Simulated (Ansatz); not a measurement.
# C2H2FSi (SMILES C#C[SiH]F): U-wB97X/def2-SVPD

What is the electronic atomisation energy of C2H2FSi at U-wB97X/def2-SVPD? 

The calculation is run with Ansatz 0.2.0.

46 further runs of the same task are left out: 46 set aside as unsound or not needed.

## (1) The molecule

The species is C2H2FSi (6 atoms), meant as a doublet with charge 0. SMILES: `C#C[SiH]F`. Geometry: relaxed at PBE0-D4/def2-TZVP.

Bond lengths: C1–C2 1.209 Å, C2–Si3 1.806 Å, Si3–F4 1.599 Å, C1–H5 1.066 Å, Si3–H6 1.485 Å. Angles: C1–C2–Si3 173.2°, C2–Si3–F4 109.8°, C2–C1–H5 179.1°, C2–Si3–H6 111.2°, F4–Si3–H6 108.3°.

## (2) The energy at U-wB97X/def2-SVPD

molecule.yaml

```yaml
crystal:
  periodic: [false, false, false]
  atoms:
    - {symbol: C, position_ang: [0.118100, -0.680000, -1.605700]}
    - {symbol: C, position_ang: [0.120400, -0.213700, -0.490100]}
    - {symbol: Si, position_ang: [0.338300, 0.466700, 1.168800]}
    - {symbol: F, position_ang: [-0.478000, -0.412300, 2.226800]}
    - {symbol: H, position_ang: [0.100300, -1.089200, -2.590300]}
    - {symbol: H, position_ang: [-0.157100, 1.864400, 1.244300]}
basis:
  gaussian:
    orbitals: def2-SVPD
magnetization:
  spin_polarized: true
  initial_magnetization: 1
hamiltonian:
  xc: {name: wB97X}
accuracy: high
output: {orbitals: {seedname: orbitals}}
```

On the command line:

```
$ ansatz run molecule.yaml --threads 1 --pin off --max-ram 3480MiB --events-out events.jsonl --progress --plain --runs-dir runs
```

What it wrote:

```text
Warning: RAYON_NUM_THREADS=1 ignored (pool sized by the plan → 1); use --threads N
Functional definition: wB97X
  name "wB97X"
  parameter omega = 0.3/bohr
  parameter cx = 0.157706
  parameter cx1 = 0.726479
  parameter cx2 = 1.04760
  parameter cx3 = -5.70635
  parameter cx4 = 13.2794
  parameter css1 = -4.33879
  parameter css2 = 18.2308
  parameter css3 = -31.7430
  parameter css4 = 17.2901
  parameter cos1 = 2.37031
  parameter cos2 = -11.3995
  parameter cos3 = 6.58405
  parameter cos4 = -3.78132
  exchange = spin_sum(e_x_unif_sr(omega)*poly(b97_u_x, 1 - cx, cx1, cx2, cx3, cx4)) + cx*exact_x_sr(omega)
      + exact_x_lr(omega)
  correlation = spin_sum(e_c_pw_same_spin*poly(b97_u_same, 1, css1, css2, css3, css4))
      + integral(e_c_pw_opposite_spin*poly(b97_u_opposite, 1, cos1, cos2, cos3, cos4))
1967 factors; integrals over basis functions are off by at most 3.7e-9 eV
439 factors; integrals over basis functions are off by at most 2.2e-9 eV
mean field evaluation 1: about -12687.9694 eV, gradient 2.9e1 eV
mean field evaluation 2: about -12689.0339 eV, gradient 2.8e1 eV
mean field evaluation 4: about -12691.7653 eV, gradient 1.4e0 eV
mean field evaluation 8: about -12691.8748 eV, gradient 5.2e-2 eV
mean field evaluation 16: about -12691.8749 eV, gradient 4.9e-4 eV
mean field evaluation 32: about -12691.8749 eV, gradient 3.3e-8 eV
mean field -12691.87488589 eV, -466.4177991947 hartree, gradient 1.6e-8 eV, S^2 0.755672; 0 other end points of the search recorded, 0 dependent functions left out
reference -12691.87488258 eV, -466.4177990732 hartree; 19, 18 occupied and 84, 85 virtual orbitals, 1967 factors
Total energy: -12691.87488258 eV, -466.4177990732 hartree
```

It took 57 s on 1 thread of Arm Neoverse V1, shared host; peak memory 0.81 GiB.

## (3) The C atom, same level

molecule.yaml

```yaml
crystal:
  periodic: [false, false, false]
  atoms:
    - {symbol: C, position_ang: [0.000000, 0.000000, 0.000000]}
basis:
  gaussian: {orbitals: def2-SVPD}
hamiltonian: {xc: {name: wB97X}}
magnetization: {spin_polarized: true, initial_magnetization: 2}
accuracy: high
```

Run the same way, it converges to -37.80235 Eh (log not shown).

## (4) The F atom, same level

molecule.yaml

```yaml
basis:
  gaussian:
    orbitals: def2-SVPD
crystal:
  periodic: [false, false, false]
  atoms:
    - {symbol: F, position_ang: [0.000000, 0.000000, 0.000000]}
magnetization:
  spin_polarized: true
  initial_magnetization: 1
hamiltonian:
  xc: {name: wB97X}
accuracy: high
```

Run the same way, it converges to -99.62957 Eh (log not shown).

## (5) The H atom, same level

run.yaml

```yaml
crystal:
  periodic: [false, false, false]
  atoms:
    - {symbol: H, position_ang: [0.000000, 0.000000, 0.000000]}
basis:
  gaussian: {orbitals: def2-SVPD}
magnetization: {spin_polarized: true, initial_magnetization: 1}
hamiltonian: {xc: {name: wB97X}}
accuracy: high
```

Run the same way, it converges to -0.50060 Eh (log not shown).

## (6) The Si atom

molecule.yaml

```yaml
crystal:
  periodic: [false, false, false]
  atoms:
    - {symbol: Si, position_ang: [0.000000, 0.000000, 0.000000]}
basis:
  gaussian: {orbitals: def2-SVPD}
hamiltonian: {xc: {name: wB97X}}
magnetization: {spin_polarized: true, initial_magnetization: 2}
accuracy: high
```

Run the same way, it converges to -289.26259 Eh (log not shown).

## (7) Results

At U-wB97X/def2-SVPD:

```
                                    quantity          value
                      molecule: total energy  -466.41780 Eh
molecule: HOMO energy (highest over α and β)       -8.62 eV
 molecule: LUMO energy (lowest over α and β)       -1.36 eV
                              molecule: ⟨S²⟩          0.756
                        C atom: total energy   -37.80235 Eh
                                C atom: ⟨S²⟩          2.006
                        F atom: total energy   -99.62957 Eh
                                F atom: ⟨S²⟩          0.752
                        H atom: total energy    -0.50060 Eh
                                H atom: ⟨S²⟩          0.750
                       Si atom: total energy  -289.26259 Eh
                               Si atom: ⟨S²⟩          2.005
               electronic atomisation energy      25.027 eV
```

**Reading.** Taking the molecule apart into free atoms costs 25.03 eV (2415 kJ/mol), before zero-point energy and without spin-orbit coupling.
